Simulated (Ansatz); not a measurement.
# CH₂F₃GeO, SMILES FC(F)(F)[O][GeH2]: a single point in a Gaussian basis

Program: Ansatz 0.2.0, Python API.

Run as a notebook:

**Cell 1**
```python
import ansatz as az
import numpy as np

geometry = (
    az.Crystal.molecule()
    .atom("F", (-2.2839, 0.6325, -0.1991))
    .atom("C", (-0.989, 0.2645, 0.1112))
    .atom("F", (-1.0359, -0.9341, 0.8061))
    .atom("F", (-0.4388, 1.2546, 0.9103))
    .atom("O", (-0.2661, 0.1244, -1.0895))
    .atom("Ge", (1.4319, -0.3568, -0.7102))
    .atom("H", (2.1258, 0.7353, 0.144))
    .atom("H", (1.4559, -1.7205, 0.0272))
)
```

**Cell 2**
```python
job = (
    geometry.calculation()
    .basis(gaussian="6-31G*")  # atom-centred Gaussian functions
    .functional("lc_wpbe")
    .spin("collinear", total=1)  # two spin channels
    .forces()  # eV per angstrom
)
out = job.run(threads=1)
summary = out.report
```

**Cell 3**
```python
summary["free_energy_ev"]
```
Output:
```text
-67763.07887309697
```

**Cell 4**
```python
for key in ("converged", "free_energy_ev", "reference_energy_ev", "n_frozen", "n_occupied", "n_virtual"):
    print(f"{key:22s} {summary[key]}")

symbols = [site.symbol for site in geometry.cartesian_sites]
forces = np.array(summary["forces_ev_ang"])
print("largest force", round(float(np.linalg.norm(forces, axis=1).max()), 4), "eV/A, rms", round(float(np.sqrt((forces ** 2).mean())), 4))
```
Output:
```text
converged              True
free_energy_ev         -67763.07887309697
reference_energy_ev    -67763.07887309697
n_frozen               0
n_occupied             [38, 37]
n_virtual              [76, 77]
largest force 3.48 eV/A, rms 1.1945
```

**Cell 5**
```python
charges = summary["charge_distribution"]
dipole = np.array(charges["dipole_moment_e_ang"]) * 4.803205
print("dipole (D): {:.3f} {:.3f} {:.3f}, length {:.3f}".format(*dipole, np.linalg.norm(dipole)))
print("atom  Mulliken   Lowdin")
for symbol, m, l in zip(symbols, charges["mulliken_charges_e"], charges["lowdin_charges_e"]):
    print(f"{symbol:4s} {m:9.3f} {l:8.3f}")
```
Output:
```text
dipole (D): 2.195 -0.605 0.147, length 2.281
atom  Mulliken   Lowdin
F       -0.252    0.037
C        0.960   -0.121
F       -0.250    0.046
F       -0.250    0.047
O       -0.548   -0.075
Ge       0.237    0.028
H        0.051    0.019
H        0.051    0.019
```

Caveats:
- Total energies depend on the basis set; only differences at equal settings carry meaning.
- The geometry is a force-field or estimated start, not a minimum of this method, and the basis set is short of its limit.
- The species is open-shell (spin multiplicity 2).
- The Löwdin charges here are taken after orthogonalising the functions within each atom; they differ from plain Löwdin charges, and their signs can be unphysical.
- Finished in 11 s on 1 thread of Arm Neoverse V1, with other jobs on the host, peak memory 0.34 GiB.

(Lines on the test bed's own set-up are left out of the output.)
